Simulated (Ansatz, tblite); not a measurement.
# B(NH3)F3 (BF3H3N): a ladder of methods and basis sets

How do method and basis change the picture of B(NH3)F3 (BF3H3N) (singlet)?

Computed with Ansatz 0.2.0, Gaussian basis. Level: as each input shows.

Plan: GFN1-xTB, GFN2-xTB, PBE-D4/def2-TZVP, r2SCAN-D4/def2-TZVP, HSE06-D4/def2-TZVP, ωB97M-V/def2-TZVP, B2PLYP/def2-TZVP, BLYP-D4/def2-TZVP, LDA/def2-TZVP, HF/def2-TZVP, LC-ωPBE/def2-TZVP, PBE-D4/def2-SVP, PBE0-D4/def2-SVP, HF/STO-3G, HF/6-31G, B3LYP-D4/6-31G, CCSD(T)/def2-TZVPP, MP2/def2-TZVP, RPA/def2-TZVP.

## 1. The relaxed structure

The singlet was relaxed beforehand with r2SCAN-D4/def2-SVP.

8 atoms, charge 0, spin multiplicity 1.

Bond lengths: B1–N2 1.688 Å, B1–F6 1.369 Å, B1–F7 1.369 Å, B1–F8 1.369 Å, N2–H3 1.022 Å, N2–H4 1.022 Å, N2–H5 1.022 Å. Angles: N2–B1–F6 103.6°, N2–B1–F7 103.6°, N2–B1–F8 103.6°, F6–B1–F7 114.6°, F6–B1–F8 114.6°, F7–B1–F8 114.6°, B1–N2–H3 110.4°, B1–N2–H4 110.4°, B1–N2–H5 110.4°, H3–N2–H4 108.5°, H3–N2–H5 108.5°, H4–N2–H5 108.5°.

As a file:

```xyz
8
charge 0, multiplicity 1
B    -0.0023    0.0031   -0.8564
N     0.0023   -0.0029    0.8312
H    -0.9539    0.0344    1.1904
H     0.5152    0.8053    1.1892
H     0.4483   -0.8524    1.1835
F     1.3266   -0.0275   -1.1830
F    -0.6406    1.1717   -1.1734
F    -0.6956   -1.1315   -1.1814
```

PBE0-D4/def2-TZVP was run before; its log isn't repeated, and its numbers join the tables.

## 2. GFN1-xTB

Tight binding, by tblite at 300 K electronic temperature and without a spin-polarisation term:

```python
tblite.interface.Calculator('GFN1-xTB', numbers, positions, charge=0, uhf=0).singlepoint()
```

Energy -593.9307 eV, HOMO -13.41 eV, LUMO -5.44 eV; 0.004 s.

## 3. GFN2-xTB

Tight binding, by tblite at 300 K electronic temperature and without a spin-polarisation term:

```python
tblite.interface.Calculator('GFN2-xTB', numbers, positions, charge=0, uhf=0).singlepoint()
```

Energy -545.2717 eV, HOMO -12.83 eV, LUMO -1.87 eV; 0.002 s.

## 4. PBE-D4/def2-TZVP

start.molden holds the orbitals of an earlier run on this state, given as this run's starting guess.

The input, in.yaml:

```yaml
crystal:
  periodic: [false, false, false]
  atoms:
    - {symbol: B, position_ang: [-0.002315, 0.003052, -0.856416]}
    - {symbol: N, position_ang: [0.002256, -0.002949, 0.831197]}
    - {symbol: H, position_ang: [-0.953866, 0.034391, 1.190382]}
    - {symbol: H, position_ang: [0.515189, 0.805315, 1.189231]}
    - {symbol: H, position_ang: [0.448282, -0.852384, 1.183476]}
    - {symbol: F, position_ang: [1.326569, -0.027539, -1.183013]}
    - {symbol: F, position_ang: [-0.640565, 1.171662, -1.173419]}
    - {symbol: F, position_ang: [-0.695560, -1.131537, -1.181429]}
basis:
  gaussian: {orbitals: def2-TZVP, initial_orbitals: start.molden}
hamiltonian: {xc: pbe, dispersion: d4}
scf: {omitted_lower_state_checks: [starts]}
output: {orbitals: {seedname: orbitals}}
```

The run is started by

```sh
$ ansatz run in.yaml --threads 4 --pin off --events-out ev --progress --plain --max-ram 3916MiB
```

The runs that follow: r2SCAN-D4/def2-TZVP; HSE06-D4/def2-TZVP; ωB97M-V/def2-TZVP; B2PLYP/def2-TZVP; BLYP-D4/def2-TZVP; LDA/def2-TZVP; HF/def2-TZVP; LC-ωPBE/def2-TZVP; PBE-D4/def2-SVP; PBE0-D4/def2-SVP; HF/STO-3G; HF/6-31G; B3LYP-D4/6-31G; CCSD(T)/def2-TZVPP; MP2/def2-TZVP; RPA/def2-TZVP.

Q: Predict the results of all the runs planned. Wanted: gap in def2-TZVP, named functionals and Hartree-Fock, smallest and largest; correlation energy, CCSD(T)/def2-TZVPP; correlation energy, MP2/def2-TZVP; binding an atom, CCSD(T)/def2-TZVPP; PBE0 total energy, smallest basis above largest.

As calculated:

| quantity | value |
| --- | --- |
| gap in def2-TZVP, named functionals and Hartree-Fock, smallest and largest | 6.93 eV (BLYP-D4), 17.48 eV (HF) |
| correlation energy, CCSD(T)/def2-TZVPP | -30.59 eV |
| correlation energy, MP2/def2-TZVP | -29.13 eV |
| binding an atom, CCSD(T)/def2-TZVPP | 4.172 eV |
| PBE0 total energy, smallest basis above largest | 12.50 eV (def2-SVP, def2-TZVP) |

**Reading.** Orbital gaps of the named functionals and Hartree-Fock in def2-TZVP span 6.93 eV (BLYP-D4) to 17.48 eV (HF); exact exchange widens it. A small miss in a minimal or small basis is a cancelling of errors, not accuracy. The functionals in def2-TZVP miss CCSD(T)/def2-TZVPP by +0.077 (PBE0-D4) to +0.782 eV (LDA) an atom. CCSD(T)/def2-TZVPP isn't at the basis-set limit; small misses against it rank nothing.
